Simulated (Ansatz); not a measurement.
# CCSD(T)/aug-cc-pVDZ run of GaCl3 (gallium trichloride (monomer))

What is the vertical electron affinity of GaCl3 (gallium trichloride (monomer)) at CCSD(T)/aug-cc-pVDZ? 

The results are computed with Ansatz 0.2.0.

23 further runs of the same task are left out: 1 that didn't finish, 22 set aside as unsound or not needed.

### Step 1. The molecule

GaCl3 has 4 atoms, charge 0, and is taken as a singlet. SMILES: `[Cl][Ga]([Cl])[Cl]`. The coordinates come from a PBE0-D4/def2-TZVP relaxation.

Bond lengths: Cl1–Ga2 2.112 Å, Ga2–Cl3 2.112 Å, Ga2–Cl4 2.112 Å. Angles: Cl1–Ga2–Cl3 120.0°, Cl1–Ga2–Cl4 120.0°, Cl3–Ga2–Cl4 120.0°.

### Step 2. The energy at CCSD(T)/aug-cc-pVDZ

The input, job.yaml:

```yaml
crystal:
  periodic: [false, false, false]
  atoms:
    - symbol: Cl
      position_ang: [0.866700, 0.371400, 1.887500]
    - symbol: Ga
      position_ang: [0.013800, -0.015100, -0.005100]
    - symbol: Cl
      position_ang: [-0.090300, -1.995000, -0.731600]
    - symbol: Cl
      position_ang: [-0.734700, 1.578300, -1.171100]
basis:
  gaussian:
    orbitals: aug-cc-pVDZ
scf:
  omitted_lower_state_checks: [cluster_reference, increment]
correlation:
  method: ccsd_t
  frozen_orbitals: {Cl: 5, Ga: 9}
accuracy: high
```

On the command line:

```sh
$ ansatz run job.yaml --threads 1 --pin off --max-ram 3480MiB --events-out events.jsonl --progress --plain --runs-dir runs
```

Standard output, cut to the lines that bear on the results:

```text
Warning: RAYON_NUM_THREADS=1 ignored (pool sized by the plan → 1); use --threads N
Functional definition: HF
  name "HF"
[...]
2315 factors; integrals over basis functions are off by at most 3.7e-9 eV
[...]
mean field -89849.77478144 eV, -3301.9183208534 hartree, gradient 1.3e-8 eV, S^2 0.000000; 0 other end points of the search recorded, 0 dependent functions left out
24 core orbitals not correlated: weight in the atoms' cores, before any rotation towards them, 1.000 or more for the frozen orbitals, at most 0.000 for the correlated occupied ones
reference -89849.77478144 eV, -3301.9183208534 hartree; 17, 17 occupied and 76, 76 virtual orbitals, 2315 factors
second order -13.94806604 eV of doubles, -0.00000000 eV of singles
cycle   1  -14.60497015 eV  change   -6.6e-1 eV  update   7.8e-2
[...]
cycle  19  -14.91329656 eV  change  -6.2e-10 eV  update   1.8e-9
perturbative correction -0.46130354 eV, -0.0169525924 hartree
Total energy: -89865.14938154 eV, -3302.4833269857 hartree
Checks for a lower state left out: cluster_reference, increment
```

Wall time 1.8 min (1 thread of Arm Neoverse N1, shared host); peak memory 0.84 GiB.

### Step 3. The doublet anion at the same level

The input, run.yaml:

```yaml
crystal:
  periodic: [false, false, false]
  atoms:
    - {symbol: Cl, position_ang: [0.866700, 0.371400, 1.887500]}
    - {symbol: Ga, position_ang: [0.013800, -0.015100, -0.005100]}
    - {symbol: Cl, position_ang: [-0.090300, -1.995000, -0.731600]}
    - {symbol: Cl, position_ang: [-0.734700, 1.578300, -1.171100]}
basis:
  gaussian:
    orbitals: aug-cc-pVDZ
total_charge: -1
magnetization:
  spin_polarized: true
  initial_magnetization: 1
correlation:
  method: ccsd_t
  frozen_orbitals: {Cl: 5, Ga: 9}
accuracy: high
scf:
  omitted_lower_state_checks: [cluster_reference, increment]
```

On the command line:

```sh
$ ansatz run run.yaml --threads 1 --pin off --max-ram 3480MiB --events-out events.jsonl --progress --plain --runs-dir runs
```

Standard output, cut to the lines that bear on the results:

```text
Warning: RAYON_NUM_THREADS=1 ignored (pool sized by the plan → 1); use --threads N
[... 2 set-up lines as earlier in the session ...]
[...]
2315 factors; integrals over basis functions are off by at most 3.7e-9 eV
[...]
mean field -89849.36737413 eV, -3301.9033489107 hartree, gradient 2.8e-8 eV, S^2 0.754568; 14 other end points of the search recorded, 0 dependent functions left out
24 core orbitals not correlated: weight in the atoms' cores, before any rotation towards them, 1.000 or more for the frozen orbitals, at most 0.000 for the correlated occupied ones
reference -89849.36737413 eV, -3301.9033489107 hartree; 18, 17 occupied and 75, 76 virtual orbitals, 2315 factors
second order -14.48446253 eV of doubles, -0.00000000 eV of singles
cycle   1  -15.07144278 eV  change   -5.9e-1 eV  update   9.5e-2
[...]
cycle  26  -15.50217870 eV  change   1.8e-10 eV  update   3.9e-9
perturbative correction -0.51346286 eV, -0.0188694119 hartree
Total energy: -89865.38301569 eV, -3302.4919128821 hartree
Checks for a lower state left out: cluster_reference, increment
```

Wall time 9.6 min (1 thread of Arm Neoverse N1, shared host); peak memory 1.9 GiB.

### Step 4. Outcome

At CCSD(T)/aug-cc-pVDZ, 24 core orbitals frozen:

| quantity | value |
| --- | --- |
| singlet GaCl3: total energy | -3302.48333 Eh |
| singlet GaCl3: correlation energy (24 core orbitals frozen) | -565.0 mEh |
| singlet GaCl3: (T) correction | -16.95 mEh |
| singlet GaCl3: T1 diagnostic | 0.009 |
| doublet anion: total energy | -3302.49191 Eh |
| doublet anion: correlation energy (24 core orbitals frozen) | -588.6 mEh |
| doublet anion: (T) correction | -18.87 mEh |
| doublet anion: ⟨S²⟩ of the reference determinant | 0.755 |
| doublet anion: T1 diagnostic | 0.063 |
| vertical electron affinity (to the doublet anion) | 0.234 eV |

In words: At fixed nuclei the extra electron is bound by 0.23 eV (5.4 kcal/mol). The triples (singlet GaCl3) make up 3.0 % of the correlation energy. The T1 diagnostic (doublet anion) of 0.063 is above the customary mark for such species, so a single reference may not serve. The triples (doublet anion) make up 3.2 % of the correlation energy.
